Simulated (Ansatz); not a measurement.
# SnHF₂ radical: a spread of methods and bases

How do the results and run time of SnHF₂ radical respond when the settings are drawn wide?

Computed with Ansatz 0.2.0, Gaussian basis. Level: the settings change from run to run.

### 1 The geometry

An earlier PBE0-D4 in a triple-zeta def2 set relaxation fixed the geometry. Sn takes a core potential in def2 sets; no spin-orbit term is included.

SMILES `[F][SnH][F]`, 4 atoms, charge 0, spin multiplicity 2.

Atoms are counted from 1 here; the program's logs count them from 0.

Bond lengths: F1–Sn2 1.919 Å, Sn2–F3 1.919 Å, Sn2–H4 1.746 Å. Angles: F1–Sn2–F3 101.8°, F1–Sn2–H4 106.1°, F3–Sn2–H4 106.1°.

### 2 rPW86-PBE/def2-mTZVPP

in.yaml

```yaml
crystal:
  periodic: [false, false, false]
  atoms:
    - {symbol: F, position_ang: [0.674189, -1.225618, 1.047166]}
    - {symbol: Sn, position_ang: [-0.535166, -0.042202, 0.141592]}
    - {symbol: F, position_ang: [0.344708, 1.651089, 0.345715]}
    - {symbol: H, position_ang: [-0.428231, -0.443568, -1.554673]}
basis:
  gaussian: {orbitals: def2-mTZVPP}
magnetization: {spin_polarized: true, initial_magnetization: 1}
hamiltonian: {xc: {name: rPW86-PBE}}
output: {forces: true}
```

Command:

```
ansatz run in.yaml --threads 2 --pin off --events-out ev --progress --plain --max-ram 32768MiB --backend cpu
```

The log of the run:

```text
Functional definition: rPW86-PBE
  name "rPW86-PBE"
  cite "Murray, Lee & Langreth, J. Chem. Theory Comput. 5, 2754 (2009) doi:10.1021/ct900365q"
  cite "Perdew, Burke & Ernzerhof, Phys. Rev. Lett. 77, 3865 (1996) doi:10.1103/PhysRevLett.77.3865"
  parent pbe
  exchange = rpw86_x
  correlation = pbe_c
739 factors; their error is unknown
mean field evaluation 1: about -11293.0386 eV, gradient 4.5e1 eV
mean field evaluation 2: about -11208.8444 eV, gradient 1.6e2 eV
mean field evaluation 4: about -11298.7947 eV, gradient 7.1e0 eV
mean field evaluation 8: about -11299.0989 eV, gradient 1.1e-1 eV
mean field evaluation 16: about -11299.0990 eV, gradient 3.8e-5 eV
mean field -11299.09896331 eV, -415.2342280971 hartree, gradient 3.7e-5 eV, S^2 0.752716; 0 other end points of the search recorded, 0 dependent functions left out
the calculation of the forces begins
reference -11299.09907151 eV, -415.2342320734 hartree; 21, 20 occupied and 68, 69 virtual orbitals, 739 factors
Total energy: -11299.09907151 eV, -415.2342320734 hartree
Atom 0 at     0.674189    -1.225618     1.047166 Å, force     0.902565    -0.897409     0.655548 eV/Å
Atom 1 at    -0.535166    -0.042202     0.141592 Å, force    -1.607955    -0.283312    -0.406605 eV/Å
Atom 2 at     0.344708     1.651089     0.345715 Å, force     0.654690     1.266787     0.127834 eV/Å
Atom 3 at    -0.428231    -0.443568    -1.554673 Å, force     0.050700    -0.086066    -0.376777 eV/Å
Dipole moment:    -0.567077    -0.137537    -0.297689 e Å
```

Wall time 4.2 s (2 threads, shared host).

Largest force 1.683 eV/Å, dipole 3.15 D, ⟨S²⟩ 0.753.

### 3 PBE/def2-TZVPP

This run has D4 dispersion, the search for lower states set to full.

in.yaml: that of step 2 with these lines changed.

```diff
@@ -8,5 +8,5 @@
 basis:
-  gaussian: {orbitals: def2-mTZVPP}
+  gaussian: {orbitals: def2-TZVPP}
 magnetization: {spin_polarized: true, initial_magnetization: 1}
-hamiltonian: {xc: {name: rPW86-PBE}}
-output: {forces: true}
+hamiltonian: {xc: {name: PBE}, dispersion: d4}
+scf: {lower_state_search: full}
```

Same command.

The log of the run, shortened:

```text
Functional definition: PBE
  name "PBE"
  cite "Perdew, Burke & Ernzerhof, Phys. Rev. Lett. 77, 3865 (1996) doi:10.1103/PhysRevLett.77.3865"
  parent pbe
[...]
759 factors; their error is unknown
[...]
mean field -11279.67013332 eV, -414.5202317644 hartree, gradient 1.4e-5 eV, S^2 0.752931; 5 other end points of the search recorded, 0 dependent functions left out
reference -11279.67017637 eV, -414.5202333466 hartree; 21, 20 occupied and 105, 106 virtual orbitals, 759 factors
Total energy: -11279.72595514 eV, -414.5222831786 hartree
```

Wall time 10 s (2 threads, shared host).

⟨S²⟩ 0.753.

### 4 wB97X/ANO-RCC-VTZP

Options: charge +1, multiplicity 1, atoms shaken by 0.08 Å.

in.yaml

```yaml
crystal:
  periodic: [false, false, false]
  atoms:
    - {symbol: F, position_ang: [0.612902, -1.165029, 1.086774]}
    - {symbol: Sn, position_ang: [-0.584605, -0.030456, 0.178817]}
    - {symbol: F, position_ang: [0.292438, 1.700009, 0.331572]}
    - {symbol: H, position_ang: [-0.370640, -0.427328, -1.556807]}
basis:
  gaussian: {orbitals: ANO-RCC-VTZP}
total_charge: 1
hamiltonian: {xc: {name: wB97X}}
output: {forces: true}
```

The command is unchanged.

The log of the run, shortened:

```text
Functional definition: wB97X
  name "wB97X"
  cite "Chai & Head-Gordon, J. Chem. Phys. 128, 084106 (2008) doi:10.1063/1.2834918"
  cite "Becke, J. Chem. Phys. 107, 8554 (1997) doi:10.1063/1.475007"
[...]
  # The coefficients of nought are those of the uniform gas.
[...]
      + exact_x_lr(omega)
[...]
      + integral(e_c_pw_opposite_spin*poly(b97_u_opposite, 1, cos1, cos2, cos3, cos4))
1229 factors; their error is unknown
206 factors; integrals over basis functions are off by at most 8.6e-5 eV
[...]
mean field -173524.40426869 eV, -6376.9042378087 hartree, gradient 7.1e-5 eV, S^2 0.000000; 0 other end points of the search recorded, 0 dependent functions left out
[...]
reference -173524.40417384 eV, -6376.9042343231 hartree; 34, 34 occupied and 108, 108 virtual orbitals, 1229 factors
Total energy: -173524.40417384 eV, -6376.9042343231 hartree
Relativity: scalar
Atom 0 at     0.612902    -1.165029     1.086774 Å, force    -1.013758     0.332369     0.186934 eV/Å
Atom 1 at    -0.584605    -0.030456     0.178817 Å, force     3.538333     1.238364    -1.288929 eV/Å
Atom 2 at     0.292438     1.700009     0.331572 Å, force    -1.494207    -1.641583     0.271461 eV/Å
Atom 3 at    -0.370640    -0.427328    -1.556807 Å, force    -1.030368     0.070851     0.830533 eV/Å
Dipole moment:    -0.958344    -0.286861    -0.430478 e Å
```

Run time: 18 s. Hardware: 2 threads, shared host; peak memory 0.52 GiB.

Largest force 3.964 eV/Å.

### 5 RPBE/def2-SVP

Options: charge +1, multiplicity 1, D4 dispersion.

in.yaml

```yaml
crystal:
  periodic: [false, false, false]
  atoms:
    - {symbol: F, position_ang: [0.674189, -1.225618, 1.047166]}
    - {symbol: Sn, position_ang: [-0.535166, -0.042202, 0.141592]}
    - {symbol: F, position_ang: [0.344708, 1.651089, 0.345715]}
    - {symbol: H, position_ang: [-0.428231, -0.443568, -1.554673]}
basis:
  gaussian: {orbitals: def2-SVP}
total_charge: 1
hamiltonian: {xc: {name: RPBE}, dispersion: d4}
output: {forces: true}
```

Same command.

The log of the run, shortened:

```text
Functional definition: RPBE
  name "RPBE"
  cite "Hammer, Hansen & Nørskov, Phys. Rev. B 59, 7413 (1999) doi:10.1103/PhysRevB.59.7413"
  cite "Perdew, Burke & Ernzerhof, Phys. Rev. Lett. 77, 3865 (1996) doi:10.1103/PhysRevLett.77.3865"
[...]
645 factors; their error is unknown
[...]
mean field -11268.76973770 eV, -414.1196496139 hartree, gradient 1.8e-5 eV, S^2 0.000000; 0 other end points of the search recorded, 0 dependent functions left out
[...]
reference -11268.76977122 eV, -414.1196508457 hartree; 20, 20 occupied and 39, 39 virtual orbitals, 645 factors
Total energy: -11268.93370142 eV, -414.1256751696 hartree
Atom 0 at     0.674189    -1.225618     1.047166 Å, force    -0.284815    -0.292749     0.554213 eV/Å
Atom 1 at    -0.535166    -0.042202     0.141592 Å, force     1.436125    -0.047317    -0.868616 eV/Å
Atom 2 at     0.344708     1.651089     0.345715 Å, force    -0.369231     0.444293     0.374494 eV/Å
Atom 3 at    -0.428231    -0.443568    -1.554673 Å, force    -0.782079    -0.104227    -0.060091 eV/Å
Dipole moment:    -0.832130    -0.198617    -0.423681 e Å
```

It took 1.9 s on 2 threads, shared host.

Largest force 1.679 eV/Å.

### 6 r2SCAN/def2-mTZVPP

Set apart from the defaults: charge +1, multiplicity 1, a point charge of 0.50 e beside it, rVV10 dispersion, high accuracy.

in.yaml: that of step 5 with these lines changed.

```diff
@@ -8,5 +8,6 @@
 basis:
-  gaussian: {orbitals: def2-SVP}
+  gaussian: {orbitals: def2-mTZVPP, point_charges: [{charge: 0.50, position_ang: [4.811, -0.332, -0.116]}]}
 total_charge: 1
-hamiltonian: {xc: {name: RPBE}, dispersion: d4}
+hamiltonian: {xc: {name: r2SCAN}, dispersion: rvv10}
+accuracy: high
 output: {forces: true}
```

Launched as before.

The log of the run, shortened:

```text
Functional definition: r2SCAN+rVV10
  name "r2SCAN+rVV10"
  cite "Furness, Kaplan, Ning, Perdew & Sun, J. Phys. Chem. Lett. 11, 8208 (2020) doi:10.1021/acs.jpclett.0c02405"
  cite "Furness, Kaplan, Ning, Perdew & Sun, J. Phys. Chem. Lett. 11, 9248 (2020) doi:10.1021/acs.jpclett.0c03077"
  cite "Vydrov & Van Voorhis, J. Chem. Phys. 133, 244103 (2010) doi:10.1063/1.3521275"
  cite "Sabatini, Gorni & de Gironcoli, Phys. Rev. B 87, 041108(R) (2013) doi:10.1103/PhysRevB.87.041108"
  cite "Ning et al., Phys. Rev. B 106, 075422 (2022) doi:10.1103/PhysRevB.106.075422"
  parent "r2scan"
[...]
1778 factors; integrals over basis functions are off by at most 4.0e-9 eV
[...]
mean field -11271.68379774 eV, -414.2267393451 hartree, gradient 2.9e-9 eV, S^2 0.000000; 0 other end points of the search recorded, 0 dependent functions left out
[...]
reference -11271.68379867 eV, -414.2267393796 hartree; 20, 20 occupied and 69, 69 virtual orbitals, 1778 factors
Total energy: -11271.68379867 eV, -414.2267393796 hartree
Atom 0 at     0.674189    -1.225618     1.047166 Å, force    -0.950638     0.462462     0.016350 eV/Å
Atom 1 at    -0.535166    -0.042202     0.141592 Å, force     2.503426     0.217932    -0.643128 eV/Å
Atom 2 at     0.344708     1.651089     0.345715 Å, force    -0.866509    -0.646119     0.288863 eV/Å
Atom 3 at    -0.428231    -0.443568    -1.554673 Å, force    -0.885125    -0.028219     0.318376 eV/Å
Dipole moment:    -0.960433    -0.199469    -0.438097 e Å
```

Wall time 18 s (2 threads, shared host).

Largest force 2.594 eV/Å.

### 7 B97M-V/def2-SVP

in.yaml: that of step 6 with these lines changed.

```diff
@@ -8,6 +8,5 @@
 basis:
-  gaussian: {orbitals: def2-mTZVPP, point_charges: [{charge: 0.50, position_ang: [4.811, -0.332, -0.116]}]}
-total_charge: 1
-hamiltonian: {xc: {name: r2SCAN}, dispersion: rvv10}
-accuracy: high
+  gaussian: {orbitals: def2-SVP}
+magnetization: {spin_polarized: true, initial_magnetization: 1}
+hamiltonian: {xc: {name: B97M-V}}
 output: {forces: true}
```

Launched as before.

The log of the run, shortened:

```text
Functional definition: B97M-V
  name "B97M-V"
  cite "Mardirossian & Head-Gordon, J. Chem. Phys. 142, 074111 (2015) doi:10.1063/1.4907719"
  cite "Becke, J. Chem. Phys. 107, 8554 (1997) doi:10.1063/1.475007"
  cite "Vydrov & Van Voorhis, J. Chem. Phys. 133, 244103 (2010) doi:10.1063/1.3521275"
  # Of w^i u^j: cxij and so on, Table III.
[...]
  gx(w, u) = cx00 + cx01*u + cx02*u^2 + (cx10 + cx11*u)*w
  gss(w, u) = css00 + css02*u^2 + css10*w + (css32*w^3 + css42*w^4)*u^2
  gos(w, u) = cos00 + cos01*u + cos03*u^3 + cos10*w + cos32*w^3*u^2
[...]
      + integral(e_c_pw_mod_opposite_spin*gos(b97_w_opposite, b97_u_opposite)) + vv10(b, c)
645 factors; their error is unknown
[...]
mean field -11275.21004157 eV, -414.3563264160 hartree, gradient 6.4e-5 eV, S^2 0.752413; 0 other end points of the search recorded, 0 dependent functions left out
[...]
reference -11275.21009043 eV, -414.3563282115 hartree; 21, 20 occupied and 38, 39 virtual orbitals, 645 factors
Total energy: -11275.21009043 eV, -414.3563282115 hartree
Atom 0 at     0.674189    -1.225618     1.047166 Å, force     0.394381    -0.379098     0.283317 eV/Å
Atom 1 at    -0.535166    -0.042202     0.141592 Å, force    -0.713502    -0.097985    -0.066701 eV/Å
Atom 2 at     0.344708     1.651089     0.345715 Å, force     0.289017     0.540841     0.059001 eV/Å
Atom 3 at    -0.428231    -0.443568    -1.554673 Å, force     0.030104    -0.063758    -0.275617 eV/Å
Dipole moment:    -0.593735    -0.131503    -0.260419 e Å
```

It took 6.5 s on 2 threads, shared host.

Largest force 0.723 eV/Å, dipole 3.18 D, ⟨S²⟩ 0.752.

### 8 PBE0-DH/def2-TZVPD

Set apart from the defaults: atoms shaken by 0.08 Å, a grid of angular degree 11, a point charge of 1.00 e beside it.

in.yaml

```yaml
crystal:
  periodic: [false, false, false]
  atoms:
    - {symbol: F, position_ang: [0.695116, -1.160554, 1.099896]}
    - {symbol: Sn, position_ang: [-0.593050, -0.059304, 0.046505]}
    - {symbol: F, position_ang: [0.334922, 1.711649, 0.391579]}
    - {symbol: H, position_ang: [-0.399935, -0.469272, -1.561409]}
basis:
  gaussian: {orbitals: def2-TZVPD, final_grid: {core_spheres: 5, valence_spheres: 4, degree: 11}, point_charges: [{charge: 1.00, position_ang: [4.729, -0.768, -0.624]}]}
magnetization: {spin_polarized: true, initial_magnetization: 1}
hamiltonian: {xc: {name: PBE0-DH}}
output: {forces: true}
```

The command is unchanged.

The log of the run, shortened:

```text
Functional definition: PBE0-DH
  name "PBE0-DH"
  cite "Brémond & Adamo, J. Chem. Phys. 135, 024106 (2011) doi:10.1063/1.3604569"
  cite "Perdew, Burke & Ernzerhof, Phys. Rev. Lett. 77, 3865 (1996) doi:10.1103/PhysRevLett.77.3865"
[...]
1103 factors; integrals over basis functions are off by at most 1.0e-3 eV
[...]
mean field -11274.48375858 eV, -414.3296360084 hartree, gradient 4.7e-6 eV, S^2 0.757033; 0 other end points of the search recorded, 0 dependent functions left out
6 core orbitals not correlated: weight in the atoms' cores, before any rotation towards them, 1.000 or more for the frozen orbitals, at most 0.000 for the correlated occupied ones
reference -11274.48379338 eV, -414.3296372871 hartree; 15, 14 occupied and 124, 125 virtual orbitals, 1103 factors
second order -26.81754972 eV of doubles, -0.00000000 eV of singles
[...]
Total energy: -11277.83598709 eV, -414.4528281339 hartree
Atom 0 at     0.695116    -1.160554     1.099896 Å, force    -0.766442     0.686339    -1.061844 eV/Å
Atom 1 at    -0.593050    -0.059304     0.046505 Å, force     1.500651     1.373373     2.323125 eV/Å
Atom 2 at     0.334922     1.711649     0.391579 Å, force    -0.910421    -1.916045    -0.614631 eV/Å
Atom 3 at    -0.399935    -0.469272    -1.561409 Å, force     0.262870    -0.164537    -0.759145 eV/Å
Dipole moment:    -0.951367    -0.220819    -0.479060 e Å
```

Wall time 15 s (2 threads, shared host); peak memory 0.78 GiB.

Largest force 3.088 eV/Å, dipole 5.23 D, ⟨S²⟩ 0.757.

### 9 CAM-B3LYP/def2-mTZVP

This run has atoms shaken by 0.03 Å, D3(BJ) with three-body dispersion.

in.yaml

```yaml
crystal:
  periodic: [false, false, false]
  atoms:
    - {symbol: F, position_ang: [0.709795, -1.263877, 1.056460]}
    - {symbol: Sn, position_ang: [-0.567222, -0.041516, 0.137537]}
    - {symbol: F, position_ang: [0.360292, 1.701091, 0.368467]}
    - {symbol: H, position_ang: [-0.508539, -0.444932, -1.637689]}
basis:
  gaussian: {orbitals: def2-mTZVP}
magnetization: {spin_polarized: true, initial_magnetization: 1}
hamiltonian: {xc: {name: CAM-B3LYP}, dispersion: d3bjatm}
```

The command is unchanged.

The log of the run, shortened:

```text
Functional definition: CAM-B3LYP
  name "CAM-B3LYP"
  cite "Yanai, Tew & Handy, Chem. Phys. Lett. 393, 51 (2004) doi:10.1016/j.cplett.2004.06.011"
  cite "Iikura, Tsuneda, Yanai & Hirao, J. Chem. Phys. 115, 3540 (2001) doi:10.1063/1.1383587"
  cite "Becke, Phys. Rev. A 38, 3098 (1988) doi:10.1103/PhysRevA.38.3098"
  cite "Lee, Yang & Parr, Phys. Rev. B 37, 785 (1988) doi:10.1103/PhysRevB.37.785"
  cite "Vosko, Wilk & Nusair, Can. J. Phys. 58, 1200 (1980) doi:10.1139/p80-159"
[...]
  # Exact exchange under (alpha + beta erf(omega r))/r, Becke's under what is left of 1/r.
[...]
759 factors; integrals over basis functions are off by at most 3.9e-4 eV
179 factors; integrals over basis functions are off by at most 2.1e-5 eV
[...]
mean field -11282.73113390 eV, -414.6327214608 hartree, gradient 8.5e-5 eV, S^2 0.760388; 0 other end points of the search recorded, 0 dependent functions left out
reference -11282.73123839 eV, -414.6327253011 hartree; 21, 20 occupied and 56, 57 virtual orbitals, 759 factors
Total energy: -11282.77019891 eV, -414.6341570735 hartree
```

It took 4.3 s on 2 threads, shared host.

⟨S²⟩ 0.760.

### 10 PBE0/def2-TZVPD

Options: charge -1, multiplicity 1, unrestricted orbitals, atoms shaken by 0.03 Å.

in.yaml

```yaml
crystal:
  periodic: [false, false, false]
  atoms:
    - {symbol: F, position_ang: [0.694780, -1.256152, 1.023789]}
    - {symbol: Sn, position_ang: [-0.528045, -0.032834, 0.143085]}
    - {symbol: F, position_ang: [0.338217, 1.656800, 0.307651]}
    - {symbol: H, position_ang: [-0.454662, -0.455034, -1.546482]}
basis:
  gaussian: {orbitals: def2-TZVPD}
total_charge: -1
magnetization: {spin_polarized: true, initial_magnetization: 0}
hamiltonian: {xc: {name: PBE0}}
output: {forces: true}
```

The command is unchanged.

The log of the run, shortened:

```text
Functional definition: PBE0
  name "PBE0"
  cite "Adamo & Barone, J. Chem. Phys. 110, 6158 (1999) doi:10.1063/1.478522"
  cite "Perdew, Burke & Ernzerhof, Phys. Rev. Lett. 77, 3865 (1996) doi:10.1103/PhysRevLett.77.3865"
  parent pbe
[...]
933 factors; their error is unknown
[...]
mean field -11282.14334614 eV, -414.6111206592 hartree, gradient 4.1e-5 eV, S^2 0.000000; 0 other end points of the search recorded, 0 dependent functions left out
[...]
reference -11282.14338069 eV, -414.6111219288 hartree; 21, 21 occupied and 124, 124 virtual orbitals, 933 factors
Total energy: -11282.14338069 eV, -414.6111219288 hartree
Atom 0 at     0.694780    -1.256152     1.023789 Å, force     1.347665    -0.732305     0.199407 eV/Å
Atom 1 at    -0.528045    -0.032834     0.143085 Å, force    -3.711172    -0.820868     0.995260 eV/Å
Atom 2 at     0.338217     1.656800     0.307651 Å, force     1.515873     1.685356    -0.191639 eV/Å
Atom 3 at    -0.454662    -0.455034    -1.546482 Å, force     0.847634    -0.132183    -1.003029 eV/Å
Dipole moment:    -0.119888    -0.013886    -0.167237 e Å
```

It took 4.5 s on 2 threads, shared host.

Largest force 3.929 eV/Å, ⟨S²⟩ 0.000.

### 11 All runs side by side

```
                level  charge  multiplicity               geometry  functions  energy (eV)   time
rPW86-PBE/def2-mTZVPP       0             2                relaxed         89   -11299.099  4.2 s
       PBE/def2-TZVPP       0             2                relaxed        126   -11279.726   10 s
   wB97X/ANO-RCC-VTZP       1             1                 shaken        142  -173524.404   18 s
        RPBE/def2-SVP       1             1                relaxed         59   -11268.934  1.9 s
   r2SCAN/def2-mTZVPP       1             1  relaxed, point charge         89   -11271.684   18 s
      B97M-V/def2-SVP       0             2                relaxed         59   -11275.210  6.5 s
   PBE0-DH/def2-TZVPD       0             2   shaken, point charge        145   -11277.836   15 s
 CAM-B3LYP/def2-mTZVP       0             2                 shaken         77   -11282.770  4.3 s
      PBE0/def2-TZVPD      -1             1                 shaken        145   -11282.143  4.5 s
```

### 12 Results

| quantity | value |
| --- | --- |
| runs | 9 |
| quickest | RPBE/def2-SVP, 1.9 s |
| slowest | r2SCAN/def2-mTZVPP, 18 s |
| spread of total energies, same state and geometry | 23.9 eV |
| dipole, same state and geometry | 3.15 to 3.18 D |

What this shows: r2SCAN/def2-mTZVPP took 10 times as long as RPBE/def2-SVP. The jobs differ in tasks and options as well as level. The totals spread over 24 eV; they can't be compared across methods or bases. At the PBE0-D4/def2-TZVP geometry and in the same state, runs without warnings or point charges leave forces up to 1.68 eV/Å (rPW86-PBE/def2-mTZVPP).
